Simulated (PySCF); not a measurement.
# GaP (triplet) under other conditions

Aim: change spin, charge, geometry, field or solvent of GaP (triplet), one at a time, and compare with the base run.

Program: PySCF 2.14.0. Level of theory: each script names its method and basis. These are calculated values, not measurements.

5 further runs of the same task are left out: 5 that didn't finish.

## 1. Starting geometry

GaP (triplet): 2 atoms, charge 0, spin multiplicity 3.

Bond lengths: Ga1–P2 2.270 Å.

## 2. The run that the others are compared with

Input file input.py:

```python
from pyscf import gto, scf, mp

mol = gto.M(
    atom='Ga 0 0 0; P 0 0 2.27',
    basis='lanl2dz',
    ecp={'Ga': 'lanl2dz', 'P': 'lanl2dz'},
    charge=0,
    spin=2,
    verbose=4,
)
mf = scf.UHF(mol)
mf.kernel()
mp.MP2(mf).kernel()
mf.dip_moment()
print('orbital energies (hartree):', [e[max(0, n-3):n+3].round(4) for e, n in zip(mf.mo_energy, mol.nelec)])
```

Command:

```
$ OMP_NUM_THREADS=1 python input.py
```

The log of this run is left out.

Base result: E(SCF) = -8.255517 Eh, 13 cycles, E(MP2) − E(SCF) = -0.04933 Eh, ⟨S²⟩ = 2.101, μ = 2.66 D (of the SCF density).

The bond length is a typed value, not an optimised one. The triplet is typed in the script; nothing here shows that it is the ground state.

## 3. Bond 1.998 Å

Edit 1 changes bond length: 2.27 Å → 1.998 Å.

Input file input.py:

```python
from pyscf import gto, scf, mp

mol = gto.M(
    atom='Ga 0 0 0; P 0 0 1.998',
    basis='lanl2dz',
    ecp={'Ga': 'lanl2dz', 'P': 'lanl2dz'},
    charge=0,
    spin=2,
    verbose=4,
)
mf = scf.UHF(mol)
mf.kernel()
mp.MP2(mf).kernel()
mf.dip_moment()
print('orbital energies (hartree):', [e[max(0, n-3):n+3].round(4) for e, n in zip(mf.mo_energy, mol.nelec)])
```

Command:

```
$ OMP_NUM_THREADS=1 python input.py
```

## 4. Lengths in bohr

Edit 2 changes length unit: angstrom → bohr; bond length: 2.27 Å → 2.27 bohr.

Changes to input.py since step 2:

```diff
@@ -8,2 +8,3 @@
     spin=2,
+    unit='bohr',
     verbose=4,
```

## 5. PCM, ε = 20.5

Edit 3 changes solvent: none (gas phase) → PCM, ε = 20.5; step after the SCF: mp2 → analyze.

Changes to input.py since step 2:

```diff
@@ -1,2 +1,2 @@
-from pyscf import gto, scf, mp
+from pyscf import gto, scf, solvent
 
@@ -11,4 +11,6 @@
 mf = scf.UHF(mol)
+mf = solvent.PCM(mf)
+mf.with_solvent.eps = 20.5
 mf.kernel()
-mp.MP2(mf).kernel()
+mf.mulliken_pop()
 mf.dip_moment()
```

## 6. Electric field -0.01 a.u.

Edit 4 changes electric field: none → -0.01 a.u.

Changes to input.py since step 2:

```diff
@@ -11,2 +11,7 @@
 mf = scf.UHF(mol)
+field = -0.01  # electric field along z, atomic units
+h = mf.get_hcore() + field*mol.intor('int1e_r')[2]
+mf.get_hcore = lambda *args: h
+e_nuc = mol.energy_nuc() - field*mol.atom_charges() @ mol.atom_coords()[:, 2]
+mf.energy_nuc = lambda *args: e_nuc
 mf.kernel()
```

## 7. Bond 2.429 Å

Edit 5 changes bond length: 2.27 Å → 2.429 Å.

Changes to input.py since step 2:

```diff
@@ -3,3 +3,3 @@
 mol = gto.M(
-    atom='Ga 0 0 0; P 0 0 2.27',
+    atom='Ga 0 0 0; P 0 0 2.429',
     basis='lanl2dz',
```

## 8. Singlet

Edit 6 changes spin (2S): 2 → 0.

Changes to input.py since step 2:

```diff
@@ -7,3 +7,3 @@
     charge=0,
-    spin=2,
+    spin=0,
     verbose=4,
```

**Question.** What will these runs give? Wanted: for each run, E(SCF); from base; gap, α spin; SCF dipole; after the SCF.

**Answer**, as computed:

```csv
run,E(SCF) (hartree),from base (eV),cycles,"gap, α spin (eV)",SCF dipole (D),after the SCF
base,-8.255517,0,13,9.65,2.66,MP2 correlation -1.342 eV
bond 1.998 Å,-8.223182,+0.8799,14,10.02,2.65,MP2 correlation -1.474 eV
lengths in bohr (poor choice),-7.027916,not comparable,11,9.36,0.61,MP2 correlation -1.162 eV
"PCM, ε = 20.5",-8.266245,-0.2919,13,9.89,5.32,n/a
electric field -0.01 a.u.,-8.270997,-0.4212,13,9.64,5.15,MP2 correlation -1.304 eV
bond 2.429 Å,-8.258548,-0.0825,15,9.69,2.63,MP2 correlation -1.257 eV
singlet,-8.184929,+1.9208,9,6.16,4.15,MP2 correlation -2.373 eV
```

Of the runs whose energies can be compared, “singlet” moves the SCF energy most (+1.921 eV). A continuum solvent with ε = 20.5 lowers the energy by 0.292 eV. The singlet solution found lies 1.92 eV above the base triplet at this geometry and level. Rows marked «poor choice» come from settings spoiled on purpose.
